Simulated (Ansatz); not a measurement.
# CH6B2OS: a ladder of functionals and wavefunction methods

One table from this session's results is given with a row withheld; the runs are named, their logs left out.

Method: functionals in def2-TZVPP, the program's frozen cores in correlated methods; program: Ansatz 0.2.0, Gaussian basis.

Plan: PBE-D4, r2SCAN-D4, PBE0-D4, B3LYP-D4, ωB97X-V, ωB97M-V, B2PLYP; CCSD(T)/def2-TZVPP; MP2/def2-QZVPP; extrapolation to the limit.

## Structure used throughout

All runs share one geometry, relaxed beforehand with PBE0-D4 in a triple-zeta def2 set.

SMILES `BOCBS`, 11 atoms, charge 0, spin multiplicity 1.

Atoms are counted from 1 here; the program's logs count them from 0.

Bond lengths: B1–O2 1.339 Å, B1–H6 1.204 Å, B1–H7 1.196 Å, O2–C3 1.421 Å, C3–B4 1.562 Å, C3–H8 1.100 Å, C3–H9 1.098 Å, B4–S5 1.772 Å, B4–H10 1.193 Å, S5–H11 1.343 Å. Angles: O2–B1–H6 120.1°, O2–B1–H7 116.9°, H6–B1–H7 122.9°, B1–O2–C3 122.4°, O2–C3–B4 114.3°, O2–C3–H8 110.4°, O2–C3–H9 107.9°, B4–C3–H8 109.2°, B4–C3–H9 108.8°, H8–C3–H9 105.7°, C3–B4–S5 119.3°, C3–B4–H10 119.8°, S5–B4–H10 120.9°, B4–S5–H11 97.4°.

Coordinates:

```xyz
11
charge 0, multiplicity 1
B    -0.2038    1.7170    1.1920
O    -0.0963    1.1739   -0.0272
C    -0.7405   -0.0433   -0.3786
B     0.2365   -1.2108   -0.7303
S     1.9847   -0.9499   -0.5988
H    -0.8841    1.1871    2.0321
H     0.3979    2.7322    1.3875
H    -1.4163   -0.3670    0.4274
H    -1.3844    0.1530   -1.2462
H    -0.2009   -2.2653   -1.0768
H     2.3724   -2.1840   -0.9603
```

The first run:

in.yaml

```yaml
crystal:
  periodic: [false, false, false]
  atoms:
    - {symbol: B, position_ang: [-0.203760, 1.716967, 1.192001]}
    - {symbol: O, position_ang: [-0.096327, 1.173946, -0.027214]}
    - {symbol: C, position_ang: [-0.740469, -0.043347, -0.378554]}
    - {symbol: B, position_ang: [0.236462, -1.210759, -0.730344]}
    - {symbol: S, position_ang: [1.984686, -0.949889, -0.598819]}
    - {symbol: H, position_ang: [-0.884112, 1.187082, 2.032091]}
    - {symbol: H, position_ang: [0.397905, 2.732239, 1.387483]}
    - {symbol: H, position_ang: [-1.416295, -0.366996, 0.427428]}
    - {symbol: H, position_ang: [-1.384437, 0.153050, -1.246166]}
    - {symbol: H, position_ang: [-0.200872, -2.265307, -1.076847]}
    - {symbol: H, position_ang: [2.372421, -2.183986, -0.960259]}
basis:
  gaussian: {orbitals: def2-TZVPP}
hamiltonian: {xc: pbe, dispersion: d4}
output: {forces: true, orbitals: {seedname: orbitals}}
```

On the command line:

```sh
$ ansatz run in.yaml --threads 4 --pin off --events-out ev --progress --plain --max-ram 10444MiB
```

Among the steps run: PBE-D4 (GGA); r2SCAN-D4 (meta-GGA); PBE0-D4 (hybrid); B3LYP-D4 (hybrid); ωB97X-V (range-separated); ωB97M-V (range-separated); B2PLYP (double hybrid); CCSD(T) in def2-TZVPP; MP2 in def2-QZVPP.

One table of the session follows, with a row left open; its other results are not shown here.

| method | atomisation energy (kJ/mol) |
| --- | --- |
| PBE-D4 | 4197.3 |
| r2SCAN-D4 | 4145.6 |
| PBE0-D4 | 4131.0 |
| B3LYP-D4 | 4124.4 |
| ωB97X-V | 4124.9 |
| ωB97M-V | 4139.0 |
| B2PLYP | 4078.7 |
| HF/def2-TZVPP | 3094.4 |
| MP2/def2-TZVPP | 4075.3 |
| CCSD/def2-TZVPP | 3942.9 |
| CCSD(T)/def2-TZVPP | 4000.9 |
| MP2/CBS | 4168.7 |
| CCSD(T)/CBS | ? |

Estimate the missing values for CCSD(T)/CBS.

As computed: atomisation energy (kJ/mol): 4094.4. In the column «atomisation energy (kJ/mol)» it lies between B2PLYP (4078.7) and B3LYP-D4 (4124.4).

Limits of these values: Free atoms (2 B, 1 O, 1 C, 1 S, 6 H) were run apart at each level; the atomisation energy is their sum less the molecule, without zero-point or spin-orbit terms.
